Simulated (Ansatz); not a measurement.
# AlGe (quartet): from Hartree-Fock to the top rungs at distance Ge1–Al2 = 8.507 Å, cc-pVDZ

How much of the correlation energy of AlGe (quartet) does each wave-function method recover here?

Computed with Ansatz 0.2.0, Gaussian basis. Level: cc-pVDZ, core rule «outside noble gas», up to 19 orbitals frozen.

To be run: UHF; CCSD(T) on ROHF; CCSD(T) on UHF; BCCD(T) on ROHF; CISD; CCSDT(Q) on ROHF; CCSDT(Q) on UHF; CASSCF and MRCISD+Q, 5 electrons in 5 orbitals; CASSCF and NEVPT2, 5 electrons in 5 orbitals; CASSCF and MRCISD+Q, 7 electrons in 8 orbitals; CASSCF and NEVPT2, 7 electrons in 8 orbitals; Full CI.

15 further runs of the same task are left out: 13 that didn't finish, 2 set aside as unsound or not needed.

### 1 The system

The geometry derives from a PBE0/def2-TZVP stationary point (not a proven minimum). One bond is set to the value named and the two fragments are kept rigid. No spin-orbit coupling is included. The filled d shell of Ge may be among the frozen orbitals whatever the setting's name suggests; the logs give the count.

2 atoms, charge 0, spin multiplicity 4.

Atoms are counted from 1 here; the program's logs count them from 0.

No contacts short enough for the rule that draws bonds.

### 2 UHF

Contents of in.yaml:

```yaml
crystal:
  periodic: [false, false, false]
  atoms:
    - {symbol: Ge, position_ang: [0.000000, 0.000000, 0.000000]}
    - {symbol: Al, position_ang: [0.000000, 0.000000, 8.507000]}
basis:
  gaussian: {orbitals: cc-pVDZ}
magnetization: {spin_polarized: true, initial_magnetization: 3}
hamiltonian: {xc: hf}
output: {orbitals: {seedname: orbitals}}
```

Started as:

```console
$ ansatz run in.yaml --threads 1 --pin off --events-out ev --progress --plain --max-ram 2393MiB
```

After this run come: CCSD(T) on ROHF; CCSD(T) on UHF; BCCD(T) on ROHF; CISD; CCSDT(Q) on ROHF; CCSDT(Q) on UHF; CASSCF and MRCISD+Q, 5 electrons in 5 orbitals; CASSCF and NEVPT2, 5 electrons in 5 orbitals; CASSCF and MRCISD+Q, 7 electrons in 8 orbitals; CASSCF and NEVPT2, 7 electrons in 8 orbitals; Full CI.

**Question.** What will the summary of the whole plan be? Wanted: FCI from the RHF energy; RMP2 from FCI; UMP2 from FCI; RCCSD from FCI; RCCSD(T) from FCI; UCCSD(T) from FCI; RCCSDT(Q) from FCI; UCCSDT(Q) from FCI; T1 diagnostic.

**Answer**, as computed:

| quantity | value |
| --- | --- |
| FCI from the ROHF energy | -3.0449 eV |
| RMP2 from FCI | +951.4 meV |
| UMP2 from FCI | +935.0 meV |
| RCCSD from FCI | +62.9 meV |
| RCCSD(T) from FCI | +19.6 meV |
| UCCSD(T) from FCI | +9.4 meV |
| RCCSDT(Q) from FCI | +0.6 meV |
| UCCSDT(Q) from FCI | -8.4 meV |
| levels within 1 kcal/mol (43 meV) | RCCSD(T), UCCSD(T), BCCD(T), RCCSDT, UCCSDT, RCCSDT(Q), UCCSDT(Q) |
| T1 diagnostic | 0.023 |
| effectively unpaired electrons | 3.16 |

RCCSD(T) lands +19.6 meV from the yardstick (0.6 % of the correlation energy). UCCSDT, UCCSDT(Q) fall below full CI: unrestricted runs freeze a spin-polarised core, another one than full CI's, and coupled cluster isn't variational. One determinant dominates. These misses are within one basis, not against nature; the frozen cores of restricted and unrestricted runs differ, which can shift their rows.

Levels on UHF freeze UHF's core orbitals, full CI those of ROHF, so the U rows can settle a little off it for that reason alone.

With open shells the CI space here admits some triples and quadruples, so it is larger than plain CISD.
